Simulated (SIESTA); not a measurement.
Crystal: In3As.

```xyz
4
Lattice="4.6717 0.0000 0.0000 0.0000 4.6717 0.0000 0.0000 0.0000 4.6717" Properties=species:S:1:pos:R:3 pbc="T T T"
In    2.3358    2.3358    0.0000
In    2.3358    0.0000    2.3358
In    0.0000    2.3358    2.3358
As    0.0000    0.0000    0.0000
```

The cell comes from a database or a generator and needn't be the stable form of this composition.

Base run:

```yaml
Program: SIESTA 5.4.2
Functional: PBEsol
Potentials_or_basis: PseudoDojo 0.4 standard (PBEsol files)
Basis: DZP (energy shift 0.003 Ry; two zetas on semicore shells)
Grid_cutoff: 500 Ry
Energy_shift: 0.003 Ry
k_mesh: 6 × 6 × 6
Occupations: fermi-dirac, width 0.05 eV
Spin: no spin polarisation
```

Its results: band gap on the k mesh none (metal or under the smearing width); pressure -1.5 GPa.

Problem. The run is repeated on the same cell with these changes: functional from PBEsol to PBE; potentials or basis from PseudoDojo 0.4 standard (PBEsol files) to PseudoDojo 0.4 standard (PBE files). What comes out?

Solution. Band gap on the k mesh none (metal or under the smearing width); pressure 1.5 GPa.

Caveats: the basis of atomic orbitals isn't converged, which shifts pressures, moduli and gaps.

Not every run made on this cell is shown here.
